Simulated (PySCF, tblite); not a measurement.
# C₆H₇O radical: geometry, infrared bands and EPR parameters

What infrared bands and EPR parameters should C₆H₇O radical (`[CH2][C@H](C)C#CC=O`) show?

Computed with tblite 0.8.0 and PySCF 2.14.0, with density-fitted response routines of our own, on a single molecule in the gas phase. Atoms count from 0, in the outputs and in this text.

**1. The molecule as given**

14 atoms, charge 0, multiplicity 2; geometry from: force field or distance geometry start.

Bonds of the start (Å): C0–C1 1.50, C1–C2 1.51, C1–C3 1.47, C3–C4 1.20, C4–C5 1.44, C5–O6 1.23, C0–H7 1.09, C0–H8 1.08, C1–H9 1.10, C2–H10 1.09, C2–H11 1.11, C2–H12 1.09, C5–H13 1.10.

**2. Relaxing the molecule with GFN2-xTB**

Job settings and geometry (Å):

```
{"job": {"kind": "relax", "xc": "GFN2-xTB", "basis": "xTB"}, "charge": 0, "multiplicity": 2}
C     -1.544300    -0.856600     0.861700
C     -0.835700     0.370100     0.380900
C     -1.399300     0.872900    -0.922500
C      0.595000     0.047500     0.236600
C      1.763500    -0.215800     0.132100
C      3.160100    -0.522300    -0.022100
O      3.959200     0.327200    -0.410700
H     -1.625700    -1.052300     1.928700
H     -1.899600    -1.603600     0.160900
H     -0.952300     1.149000     1.151900
H     -0.891100     1.782100    -1.255100
H     -2.475400     1.116800    -0.818500
H     -1.316300     0.136600    -1.718300
H      3.461200    -1.552100     0.237300
```

The run is started by

```sh
> OMP_NUM_THREADS=1 python probes_run.py task.json out
```

The driver reads the jobs from task.json and runs them one after another.

**Question.** This job is followed by: GFN2-xTB harmonic vibrations, gas phase; UKS B3LYP, pcH-1 on C H O, non-relativistic, mean-field spin-orbit, GIAO. What will the session give for the following? strongest single infrared mode (GFN2-xTB); zero-point energy (GFN2-xTB); g(iso) (B3LYP); ⟨S²⟩; largest a(iso) (averaged by class); potential on the surface of density 0.002 e/bohr³, 1st and 99th percentile.

The runs gave:

```
                                                                  quantity                  value
                                 strongest single infrared mode (GFN2-xTB)  1744 cm⁻¹, 475 km/mol
                                              zero-point energy (GFN2-xTB)          65.7 kcal/mol
                                                            g(iso) (B3LYP)                2.00254
                                                                      ⟨S²⟩     0.754 (exact 0.75)
                                        largest a(iso) (averaged by class)    13C on C0, 98.4 MHz
potential on the surface of density 0.002 e/bohr³, 1st and 99th percentile     -1.66 V and 1.08 V
```

**Reading.** Relaxing lowered the energy by 0.099 eV in 66 steps; the close pair that moved most is C1–C2, from 1.506 to 1.533 Å. The lowest mode is imaginary (59i cm⁻¹), so the xTB geometry is not a minimum: the zero-point energy counts the real modes alone, and all values at this geometry belong to a saddle point. The strongest single mode, at 1744 cm⁻¹, moves mainly C5 and O6. GFN2-xTB is a fitted tight-binding method: band positions and strengths are rough. Its intensities can rank the bands wrongly. C0 carries the largest spin population, 1.07 e. The isotropic g lies 0.2 ppt above the free-electron value. The conformer search (at its own cheap level) found a structure 20.1 kcal/mol lower, too far down for a turn about a bond: it may have other bonds, so these spectra needn't be the molecule's.
